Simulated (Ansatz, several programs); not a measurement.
Cs2AgBiBr6, elpasolite, relaxed with PBE in Ansatz (plane waves, PAW): it is cubic, Fm-3m (No. 225); a = 11.475 Å in the conventional setting, 37.77 Å³ an atom. Cs has 12 Br at 4.06 Å; Ag has 6 Br at 2.85 Å; Bi has 6 Br at 2.88 Å; Br has 1 Ag at 2.85 Å and 1 Bi at 2.88 Å and 4 Cs at 4.06 Å. The cell was then scaled with its shape and fractional coordinates held, which makes it stiffer than a relaxed compression. These are computed values for a spin-unpolarised cell that may be hypothetical; none is a measurement.

```
V (Å³/atom)  E (meV/atom)
     35.506         11.50
     36.639          2.77
     37.772          0.00
     40.038          8.65
```

(1) Pass a cubic E = c₀ + c₁u + c₂u² + c₃u³, with u = V − 37.489 Å³, through these points.

(2) Where is the minimum, and what bulk modulus follows?

(3) Predict the energy and the pressure at the withheld volume, 38.905 Å³.

## Answers

(1) c₀ = 0.18, c₁ = -1.222, c₂ = 2.052, c₃ = -0.1057 (meV and Å³).

(2) dE/du = 0 at u = +0.305, so V₀ = 37.79 Å³. B = V₀ d²E/dV² = 37.79 × (2c₂ + 6c₃u) = 37.79 × 3.910 = 148 meV/Å³, and 1 meV/Å³ is 0.16022 GPa: 24 GPa. A third-order Birch-Murnaghan fit to all five points gives 37.80 Å³ and 23 GPa.

(3) With u = +1.416: E ≈ 2.26 meV and P = −dE/dV ≈ -0.63 GPa. The run gives 2.23 meV and, from its stress, -0.63 GPa.
